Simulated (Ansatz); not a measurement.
# BeHBr (triplet): the correlation ladder, cc-pVDZ

An exercise on one series of results from a longer session: the logs are not shown, and one member is left open.

Program: Ansatz 0.2.0, Gaussian basis. Level of theory: cc-pVDZ, core rule «outside noble gas», up to 15 orbitals frozen. These are calculated values, not measurements.

Plan: UHF; CCSD(T) on ROHF; CCSD(T) on UHF; BCCD(T) on ROHF; CISD as a restricted active space (open shells left free, so some higher excitations enter); CCSDT(Q) on ROHF; CCSDT(Q) on UHF.

44 further runs of the same task are left out: 17 for a known fault of the program, 10 that didn't finish, 17 set aside as unsound or not needed. Runs told in other sessions of the task aren't counted.

## The geometry

The geometry is a PBE0/def2-TZVP stationary point (not a proven minimum). No spin-orbit coupling is included. The filled d shell of Br may be among the frozen orbitals whatever the setting's name suggests.

3 atoms, charge 0, spin multiplicity 3.

Atoms are counted from 1 here; the program's logs count them from 0.

Bond lengths: Br1–Be2 2.083 Å, Be2–H3 1.539 Å. Angles: Br1–Be2–H3 69.7°.

Set-up of the first run:

in.yaml

```yaml
crystal:
  periodic: [false, false, false]
  atoms:
    - {symbol: Br, position_ang: [0.000000, 0.011131, 0.226374]}
    - {symbol: Be, position_ang: [0.000000, -0.239372, -1.841083]}
    - {symbol: H, position_ang: [0.000000, 1.257889, -1.484206]}
basis:
  gaussian: {orbitals: cc-pVDZ}
magnetization: {spin_polarized: true, initial_magnetization: 2}
hamiltonian: {xc: hf}
output: {orbitals: {seedname: orbitals}}
```

Command:

```console
$ ansatz run in.yaml --threads 1 --pin off --events-out ev --progress --plain --max-ram 2393MiB
```

Steps of the session up to this table: UHF; CCSD(T) on ROHF; CCSD(T) on UHF; BCCD(T) on ROHF; CISD as a restricted active space (open shells left free, so some higher excitations enter); CCSDT(Q) on ROHF; CCSDT(Q) on UHF.

One table of the session follows, with a row left open; its other results are not shown here.

It belongs to the step «Misses and costs». 

```
   method  from UCCSDT(Q) (kcal/mol)
     ROHF                    +107.81
      UHF                          ?
     RMP2                     +14.75
     UMP2                     +14.99
     CISD                      +8.92
    RCCSD                      +3.35
    UCCSD                      +3.23
 RCCSD(T)                      +0.65
 UCCSD(T)                      +0.64
  BCCD(T)                      +0.67
   RCCSDT                      +0.24
   UCCSDT                      +0.22
RCCSDT(Q)                      +0.03
UCCSDT(Q)                          0
```

Estimate the missing values for UHF.

As computed: from UCCSDT(Q) (kcal/mol): +104.69. In the column «from UCCSDT(Q) (kcal/mol)» it lies between UMP2 (+14.99) and ROHF (+107.81).

With the free atoms at the same levels and basis (separate runs), the atomisation energy is 2.877 eV at UCCSDT(Q), 2.859 eV at RCCSD(T), 2.857 eV at UCCSD(T), 2.441 eV at ROHF.

Caveats from the session: Restricted and unrestricted rows rest on different reference determinants; a gap between their highest levels can come from leftover correlation error, from unlike frozen cores or from another state.
